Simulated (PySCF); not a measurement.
**WFOH: triplet, from a linear start**

The task is one start of a wider search on WFOH: the triplet, from a linear start. It is relaxed, tested by its Hessian and followed downhill if it is a saddle.

Method: PBE0, basis W def2-TZVP with ECP60, F def2-TZVP, O def2-TZVP, H def2-TZVP, scalar-relativistic core potentials, no spin–orbit coupling, density fitting; program: PySCF 2.14.0.

**1. Where the work starts**

4 atoms, charge 0, spin multiplicity 3.

Bond lengths: W1–F2 2.010 Å, W1–O3 2.000 Å, O3–H4 0.960 Å. Angles: F2–W1–O3 180.0°, W1–O3–H4 130.0°.

```xyz
4
charge 0 multiplicity 3
W     0.0000    0.0000    0.0000
F     0.0000    0.0000    2.0100
O     0.0000    0.0000   -2.0000
H     0.7354    0.0000   -2.6171
```

**2. Finding the electronic state**

One driver script runs all steps and calls PySCF; scf.py shows how it sets up the SCF of each step. The optimiser is the driver's own. After this first run the driver tries any further starts and a stability analysis.

scf.py reads:

```python
from pyscf import gto, scf, dft
mol = gto.M(atom='''
W      0.000000     0.000000     0.000000
F      0.000000     0.000000     2.010000
O      0.000000     0.000000    -2.000000
H      0.735400     0.000000    -2.617100''',
    basis={'W': 'def2-TZVP', 'F': 'def2-TZVP', 'O': 'def2-TZVP', 'H': 'def2-TZVP'},
    ecp={'W': 'def2-TZVP'},
    charge=0, spin=2)
mf = dft.UKS(mol, xc='PBE0')
mf.grids.atom_grid = (50, 194)
aux = {'W': 'def2-universal-JKFIT', 'F': 'def2-universal-JKFIT', 'O': 'def2-universal-JKFIT', 'H': 'def2-universal-JKFIT'}
mf = mf.density_fit(auxbasis=aux)
mf.conv_tol = 1e-08
mf.diis_space = 10
mf.max_cycle = 60
mf.init_guess = 'minao'
mf.verbose = 4
mf.kernel()
```

On the command line:

```bash
> OMP_NUM_THREADS=4 python axn.py task.json out
```

Output:

```text
[... the frontier levels of the middle cycles are left out ...]
init E= -223.74145176702
[... the frontier-level lines of each cycle are left out ...]
cycle= 1 E= -242.349402698611  delta_E= -18.6  |g|= 0.848  |ddm|= 4.96
cycle= 2 E= -236.058206380015  delta_E= 6.29  |g|=  3.6  |ddm|= 2.16
cycle= 3 E= -242.596761746081  delta_E= -6.54  |g|= 0.213  |ddm|= 1.98
cycle= 4 E= -242.619583165588  delta_E= -0.0228  |g|= 0.109  |ddm|= 0.47
cycle= 5 E= -242.625151922184  delta_E= -0.00557  |g|= 0.0261  |ddm|= 0.134
cycle= 6 E= -242.625349613437  delta_E= -0.000198  |g|= 0.0163  |ddm|= 0.0206
cycle= 7 E= -242.625455768523  delta_E= -0.000106  |g|= 0.0058  |ddm|= 0.0116
cycle= 8 E= -242.625486507278  delta_E= -3.07e-05  |g|= 0.00222  |ddm|= 0.00956
cycle= 9 E= -242.625500552286  delta_E= -1.4e-05  |g|= 0.00124  |ddm|= 0.00814
cycle= 10 E= -242.625510601029  delta_E= -1e-05  |g|= 0.000874  |ddm|= 0.00767
cycle= 11 E= -242.625520866226  delta_E= -1.03e-05  |g|= 0.000766  |ddm|= 0.00903
cycle= 12 E= -242.625531152715  delta_E= -1.03e-05  |g|= 0.000731  |ddm|= 0.00971
cycle= 13 E= -242.625550948314  delta_E= -1.98e-05  |g|= 0.000682  |ddm|= 0.0199
cycle= 14 E= -242.625564761034  delta_E= -1.38e-05  |g|= 0.000671  |ddm|= 0.0143
[... 2 cycles left out ...]
cycle= 17 E= -242.625693370106  delta_E= -0.0001  |g|= 0.00191  |ddm|= 0.123
cycle= 18 E= -242.625649305245  delta_E= 4.41e-05  |g|= 0.000657  |ddm|= 0.0611
cycle= 19 E= -242.625718316442  delta_E= -6.9e-05  |g|= 0.00183  |ddm|= 0.104
cycle= 20 E= -242.625686549281  delta_E= 3.18e-05  |g|= 0.0014  |ddm|= 0.0557
cycle= 21 E= -242.6257351175  delta_E= -4.86e-05  |g|= 0.000591  |ddm|= 0.0835
cycle= 22 E= -242.625739968947  delta_E= -4.85e-06  |g|= 0.000328  |ddm|= 0.0104
cycle= 23 E= -242.625749352191  delta_E= -9.38e-06  |g|= 0.000505  |ddm|= 0.0293
cycle= 24 E= -242.625754814067  delta_E= -5.46e-06  |g|= 0.000181  |ddm|= 0.037
cycle= 25 E= -242.625753598686  delta_E= 1.22e-06  |g|= 0.000619  |ddm|= 0.0163
cycle= 26 E= -242.625755458649  delta_E= -1.86e-06  |g|= 9.16e-05  |ddm|= 0.0212
cycle= 27 E= -242.625755420652  delta_E= 3.8e-08  |g|= 0.000151  |ddm|= 0.00276
cycle= 28 E= -242.625755460146  delta_E= -3.95e-08  |g|= 9.49e-05  |ddm|= 0.00699
cycle= 29 E= -242.625755506738  delta_E= -4.66e-08  |g|= 2.52e-05  |ddm|= 0.00422
cycle= 30 E= -242.625755511007  delta_E= -4.27e-09  |g|= 9.32e-06  |ddm|= 0.000927
Extra cycle  E= -242.625755511036  delta_E= -2.89e-11  |g|= 1.02e-05  |ddm|= 3.05e-05
converged SCF energy = -242.625755511036  <S^2> = 2.1763911  2S+1 = 3.1153755
```

This step, with its further starts and checks, took 13 s on 4 threads of Arm Neoverse V2, shared host.

Energies from each starting density:

| start | energy (Eh) |
| --- | --- |
| the minimal-basis guess | -242.625756 |
| a thermally smeared density | -242.625756 |
| a smeared PBE density | -242.625755 |

The test of internal stability and the other starts found no lower solution of this spin.

**3. Relaxation: linear start, triplet**

The program finds Cs symmetry in the start, which this walk keeps.

scf.py: that of step 2 with these lines changed.

```diff
@@ -3,4 +3,4 @@
-W      0.000000     0.000000     0.000000
-F      0.000000     0.000000     2.010000
-O      0.000000     0.000000    -2.000000
-H      0.735400     0.000000    -2.617100''',
+W     -0.003370     0.000000    -0.016183
+F     -0.003370     0.000000     1.993817
+O     -0.003370     0.000000    -2.016183
+H      0.732030     0.000000    -2.633283''',
@@ -17 +16,0 @@
-mf.init_guess = 'minao'
```

Energy and gradient, step by step:

| step | energy (Eh) | change (kJ/mol) | largest symmetric gradient (Eh/bohr) |
| --- | --- | --- | --- |
| 0 | -242.625756 | 0.00 | 0.07724 |
| 1 | -242.653579 | -73.05 | 0.02359 |
| 2 | -242.656678 | -81.19 | 0.02477 |
| 3 | -242.659084 | -87.50 | 0.00835 |
| 4 | -242.660238 | -90.53 | 0.00837 |
| 5 | -242.660537 | -91.32 | 0.00421 |
| 6 | -242.660730 | -91.83 | 0.00451 |
| 7 | -242.660931 | -92.35 | 0.00746 |
| 8 | -242.661301 | -93.32 | 0.01306 |
| 9 | -242.661642 | -94.22 | 0.00560 |
| 10 | -242.661655 | -94.25 | 0.00817 |
| 11 | -242.661749 | -94.50 | 0.00337 |
| 12 | -242.661779 | -94.58 | 0.00226 |
| 13 | -242.661815 | -94.67 | 0.00266 |
| 14 | -242.661831 | -94.72 | 0.00091 |
| 15 | -242.661832 | -94.72 | 0.00265 |
| 16 | -242.661841 | -94.74 | 0.00022 |
| 17 | -242.661841 | -94.74 | 0.00006 |

The walk took 30 s.

After 17 steps and 94.7 kJ/mol it ends at C∞v: O–H 0.955 Å, W–F 1.836 Å, W–O 1.807 Å; F–W–O 179.7°, H–O–W 179.6°.

**4. Hessian and properties**

On the finer grid the gradient is checked again; gradients at displacements of ±0.02 bohr then give force constants and infrared intensities.

scf.py: that of step 3 with these lines changed.

```diff
@@ -3,4 +3,4 @@
-W     -0.003370     0.000000    -0.016183
-F     -0.003370     0.000000     1.993817
-O     -0.003370     0.000000    -2.016183
-H      0.732030     0.000000    -2.633283''',
+W      0.001829    -0.000000    -0.014473
+F     -0.228383     0.000000     1.807201
+O      0.228351     0.000000    -1.806948
+H      0.348072    -0.000000    -2.754299''',
@@ -11 +11 @@
-mf.grids.atom_grid = (50, 194)
+mf.grids.atom_grid = (75, 302)
@@ -14 +14 @@
-mf.conv_tol = 1e-08
+mf.conv_tol = 1e-10
```

The driver hands on the density of the step before, so the log starts near convergence.

Log of the central SCF (cycles and frontier levels):

```text
init E= -242.661837305815
[... the frontier-level lines of each cycle are left out ...]
cycle= 1 E= -242.661837305762  delta_E= 5.35e-11  |g|= 1.38e-05  |ddm|= 1.05e-05
cycle= 2 E= -242.661837305516  delta_E= 2.46e-10  |g|= 2.91e-05  |ddm|= 2.32e-05
cycle= 3 E= -242.661837305833  delta_E= -3.17e-10  |g|= 7.37e-07  |ddm|= 1.63e-05
cycle= 4 E= -242.661837305834  delta_E= -4.55e-13  |g|= 2.24e-07  |ddm|= 6.92e-07
Extra cycle  E= -242.661837305833  delta_E= 5.68e-13  |g|= 3.08e-07  |ddm|= 1.14e-06
converged SCF energy = -242.661837305833  <S^2> = 2.0153112  2S+1 = 3.0101902
```

The whole step took 33 s.

Geometry: C∞v; O–H 0.955 Å, W–F 1.836 Å, W–O 1.807 Å; F–W–O 180.0°, H–O–W 180.0°.

Harmonic modes (main isotopes):

```csv
symmetry,ω (cm⁻¹),IR (km/mol),μ (u)
π,67,21.1,4.46
π,513,172,1.32
σ+,712,138,20.79
σ+,822,63.4,8.93
σ+,3972,361,1.07
```

No imaginary mode, so this is a minimum.

Constants and moments:

| Property | Result |
| --- | --- |
| Dipole moment | 3.22 D |
| Highest occupied level | -5.35 eV |
| Lowest empty level | -2.13 eV |
| Rotational constants | 0.1361 cm⁻¹ |
| Zero-point energy | 39.9 kJ/mol |
| Principal polarisabilities | 52.3, 56.9, 56.9 bohr³ |
| Atomisation energy without zero-point energy | 1460 kJ/mol |
| Principal traceless quadrupole moments about the centre of mass | -3.51, -3.51, 7.01 D Å |
| Entropy at 298.15 K and 1 bar (electronic part: spin only) | 297.3 J/(mol K) |
| Heat capacity Cp at 298.15 K | 61.7 J/(mol K) |
| Enthalpy at 298.15 K above 0 K | 14.48 kJ/mol |
| Rotational symmetry number | 1 |
| Spin squared ⟨S²⟩ | 2.015 |

Charges (e) and bond orders:

| atom | Mulliken | Löwdin | polar tensor | spin (Mulliken) | Mayer order to W1 |
| --- | --- | --- | --- | --- | --- |
| W1 | 0.61 | 0.33 | 0.79 | 2.11 | – |
| F2 | -0.39 | -0.24 | -0.48 | -0.04 | 1.04 |
| O3 | -0.58 | -0.27 | -0.69 | -0.07 | 1.29 |
| H4 | 0.36 | 0.18 | 0.39 | 0.00 | 0.02 |

Outer orbital energies (eV). α occupied: -12.84, -12.74, -12.74, -11.24, -11.24, -6.83, -6.83, -6.74; empty: -2.12, -2.12, 0.16, 0.16. β occupied: -28.81, -16.67, -12.86, -12.73, -12.73, -11.35, -11.35, -5.35; empty: -2.13, -2.13, -1.22, -1.22.

Mulliken populations on W1 (outside its core potential): s 3.46, p 6.21, d 3.61, f 0.11.

**5. Results**

```
                                          quantity                                                              value
                                           minimum                                                       triplet, C∞v
                                          geometry  O–H 0.955 Å, W–F 1.836 Å, W–O 1.807 Å; F–W–O 180.0°, H–O–W 180.0°
                                wavenumbers (cm⁻¹)                     67 (π), 513 (π), 712 (σ+), 822 (σ+), 3972 (σ+)
                                     dipole moment                                                             3.22 D
highest occupied, lowest empty level (either spin)                                                    -5.35, -2.13 eV
                         polar-tensor charge of W1                                                            +0.79 e
                                 zero-point energy                                                        39.9 kJ/mol
                               entropy at 298.15 K                                                    297.3 J/(mol K)
         atomisation energy (no zero-point energy)                                                        1460 kJ/mol
                                              ⟨S²⟩                                                              2.015
```

**Reading.** From Cs at the start the molecule goes to a C∞v minimum. In the infrared the band at 3972 cm⁻¹ (σ+) leads. Most of the spin sits on W1 (Mulliken spin 2.11, against 2 for the whole molecule). Other starts or spin states, not run here, may lie lower. One determinant may miss the lowest occupation of an open d or f shell. Spin–orbit coupling, left out here, can matter for elements this heavy.

The search up to here took 76 s.
